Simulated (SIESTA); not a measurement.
# NbTe in SIESTA: the effect of strain zz

Crystal: NbTe.

```
Te Nb
1.0
     3.70297    0.00000    0.00000
    -1.85149    3.20687    0.00000
     0.00000    0.00000    3.54644
Te Nb
1 1
Direct
  0.66667 0.33333 0.00000
  0.00000 0.00000 0.50000
```

The cell comes from a database or a generator and needn't be the stable form of this composition.

The cell isn't the ideal one: cell strained along z.

Alike in all runs:

```yaml
Program: SIESTA 5.4.2
Task: band structure
Functional: PBEsol
Potentials_or_basis: PseudoDojo 0.4 standard (PBEsol files)
Basis: DZP (energy shift 0.003 Ry; two zetas on semicore shells)
Grid_cutoff: 800 Ry
Energy_shift: 0.003 Ry
k_mesh: 8 × 8 × 7
Occupations: fermi-dirac, width 0.05 eV
Spin: no spin polarisation
```

```csv
strain zz,pressure (GPa)
-0.04,4.3
-0.02,0.7
0,-2.5
0.02,-5.2
0.04,?
```

What does the run with strain zz 0.04 give?

Pressure -7.6 GPa.

Worked out: A parabola through the other rows of the pressure, of slope -102 GPa per unit of strain zz there, extrapolates to -7.5 GPa, against the run's -7.6.

Caveats: the basis of atomic orbitals isn't converged, which shifts pressures, moduli and gaps.
